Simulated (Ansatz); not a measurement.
# C₃H₉ClZr: from a rough start to a stationary point

What shape does C₃H₉ClZr take? The plan is to relax it, check the end point by its vibrations and derive ideal-gas thermochemistry, and look at its orbitals and charge.

Method: RKS PBE0-D4/def2-TZVP; program: Ansatz 0.2.0, Gaussian basis.

Levels to be run: relaxation at PBE0-D4/def2-TZVP; harmonic vibrations at the same level; a single point in def2-TZVPP for the fields.

## 1. The system as given

SMILES `[CH3][Zr]([CH3])([CH3])[Cl]`, 14 atoms, charge 0, spin multiplicity 1.

Atoms are counted from 1 here; the program's logs count them from 0.

Bond lengths: C1–Zr2 2.225 Å, C1–H6 1.102 Å, C1–H7 1.106 Å, C1–H8 1.106 Å, Zr2–C3 2.225 Å, Zr2–C4 2.225 Å, Zr2–Cl5 2.326 Å, C3–H9 1.106 Å, C3–H10 1.102 Å, C3–H11 1.106 Å, C4–H12 1.102 Å, C4–H13 1.106 Å, C4–H14 1.106 Å. Angles: Zr2–C1–H6 114.3°, Zr2–C1–H7 110.5°, Zr2–C1–H8 109.6°, H6–C1–H7 107.4°, H6–C1–H8 107.5°, H7–C1–H8 107.3°, C1–Zr2–C3 108.5°, C1–Zr2–C4 108.8°, C1–Zr2–Cl5 110.3°, C3–Zr2–C4 109.1°, C3–Zr2–Cl5 110.1°, C4–Zr2–Cl5 110.0°, Zr2–C3–H9 110.2°, Zr2–C3–H10 114.4°, Zr2–C3–H11 109.8°, H9–C3–H10 107.4°, H9–C3–H11 107.3°, H10–C3–H11 107.5° and more.

The start is a GFN2-xTB geometry. Zr takes the def2 core potential; no spin-orbit term is included.

## 2. Geometry optimisation, PBE0-D4/def2-TZVP

The input, in.yaml:

```yaml
crystal:
  periodic: [false, false, false]
  atoms:
    - {symbol: C, position_ang: [-1.419890, 1.538260, -0.079410]}
    - {symbol: Zr, position_ang: [0.144530, 0.026460, -0.547720]}
    - {symbol: C, position_ang: [1.918820, 0.427240, 0.734100]}
    - {symbol: C, position_ang: [-0.652070, -1.996810, -0.076070]}
    - {symbol: Cl, position_ang: [0.737680, 0.146210, -2.793970]}
    - {symbol: H, position_ang: [-1.898570, 1.405780, 0.904240]}
    - {symbol: H, position_ang: [-0.992690, 2.557840, -0.104170]}
    - {symbol: H, position_ang: [-2.217140, 1.496040, -0.844910]}
    - {symbol: H, position_ang: [2.279340, 1.460520, 0.573950]}
    - {symbol: H, position_ang: [1.736340, 0.305540, 1.814400]}
    - {symbol: H, position_ang: [2.743460, -0.255740, 0.457860]}
    - {symbol: H, position_ang: [-1.079920, -2.096200, 0.934660]}
    - {symbol: H, position_ang: [0.146570, -2.755420, -0.173350]}
    - {symbol: H, position_ang: [-1.446440, -2.259750, -0.799610]}
basis:
  gaussian: {orbitals: def2-TZVP}
hamiltonian: {xc: pbe0, dispersion: d4}
relax: {f_tol: 0.005, max_steps: 150}
```

Command:

```console
> ansatz run in.yaml --threads 4 --pin off --events-out ev --progress --plain --max-ram 11315MiB
```

After this run come: Vibrations by finite differences; A single point for the fields.

**Question.** What will the summary of the whole plan be? Wanted: point group; shift from the start; total energy; dispersion term; dipole moment; lowest, highest wavenumber; zero-point energy; HOMO, LUMO.

The runs gave:

| quantity | value |
| --- | --- |
| point group | C1 |
| steps | 41 |
| shift from the start (rms) | 0.619 Å |
| total energy | -17056.5309 eV |
| dispersion term | -259 meV |
| dipole moment | 1.86 D |
| lowest, highest wavenumber | 15, 3107 cm⁻¹ |
| zero-point energy | 64.2 kcal/mol |
| entropy at 298.15 K | 461.7 J/(mol K) |
| HOMO, LUMO | -7.76, -1.28 eV |

The relaxed geometry lies 0.62 Å (rms) from the start; the bond that changed most is Zr2–Cl5, from 2.326 to 2.357 Å. No mode is imaginary: a true minimum at this level. The stiffest mode, 3107 cm⁻¹, is a C–H stretch, and 8 modes under 200 cm⁻¹ make the vibrational entropy uncertain. Harmonic hybrid wavenumbers usually lie a few per cent above measured fundamentals. The largest Mulliken charge, +1.34 e, sits on Zr2. The HOMO lies mostly on C1, C4 about 25 % each; Zr2 22 % and the LUMO on Zr2 70 %; Cl5 7 %.
